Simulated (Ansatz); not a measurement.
I need a polarisability from point charges of CH4S2Si, SMILES CS[Si]S. Use Ansatz 0.2.0, Python API. Settings (for the species named): B3LYP, def2-SVP basis, multiplicity 1, D4 dispersion.

```xyz
8

C     0.2106    1.2279   -0.3026
S    -0.3500    0.4940    1.2349
Si    0.7278   -1.3426    1.2676
S    -0.0012   -2.5907   -0.2442
H    -0.3323    2.2354   -0.4267
H    -0.1235    0.6720   -1.1723
H     1.2701    1.4390   -0.3255
H    -1.3092   -2.1920   -0.0869
```

`ch4s2si_field.py`:
```python
"""Dipole of CH4S2Si in the field of point charges."""

import ansatz as az
import numpy as np


def main() -> None:
    geometry = (
        az.Crystal.molecule()
        .atom("C", (0.2106, 1.2279, -0.3026))
        .atom("S", (-0.35, 0.494, 1.2349))
        .atom("Si", (0.7278, -1.3426, 1.2676))
        .atom("S", (-0.0012, -2.5907, -0.2442))
        .atom("H", (-0.3323, 2.2354, -0.4267))
        .atom("H", (-0.1235, 0.672, -1.1723))
        .atom("H", (1.2701, 1.439, -0.3255))
        .atom("H", (-1.3092, -2.192, -0.0869))
    )

    setup = geometry.calculation().basis(gaussian="def2-SVP").functional("b3lyp", dispersion="d4").forces()
    # charges +q and -q at -R and +R make a nearly even field 2 k q / R^2 at the centre
    centre = np.mean([site.position_ang for site in geometry.cartesian_sites], axis=0)
    field = 2 * 14.399645 * 4.0 / 25.0 ** 2


    def dipole(axis, sign):
        arm = 25.0 * np.eye(3)[axis]
        pair = [{"charge": sign * 4.0, "position_ang": (centre - arm).tolist()}, {"charge": -sign * 4.0, "position_ang": (centre + arm).tolist()}]
        deck = setup.input().set(az.key.basis.gaussian.point_charges, pair)
        return np.array(az.Session.from_dict(deck).plan().execute().report["charge_distribution"]["dipole_moment_e_ang"])


    print(f"field {field:.4f} V/A")
    alpha = np.array([(dipole(axis, 1) - dipole(axis, -1)) / (2 * field) * 14.399645 for axis in range(3)])
    print("polarisability tensor (A^3)")
    print(np.array2string(alpha, precision=3, suppress_small=True))
    print(f"mean {np.trace(alpha) / 3:.3f} A^3 = {np.trace(alpha) / 3 / 0.14818471:.2f} bohr^3")


if __name__ == "__main__":
    main()
```

```console
$ python ch4s2si_field.py
field 0.1843 V/A
polarisability tensor (A^3)
[[ 8.335 -0.278  0.677]
 [-0.284 13.112  0.426]
 [ 0.677  0.39   9.279]]
mean 10.242 A^3 = 69.12 bohr^3
```

The geometry is a force-field or estimated start, not a minimum of this method, and the basis set is short of its limit. The field of two point charges is only nearly even. b3lyp holds the VWN-RPA fit, as in Gaussian; the form of ORCA and Turbomole is b3lyp5. Without diffuse functions polarisabilities are unreliable, as a rule too low, and they change with the bond lengths of this unrelaxed start. The whole script took 17 s on 1 thread of Arm Neoverse V2, on a shared host, peak memory 0.24 GiB.
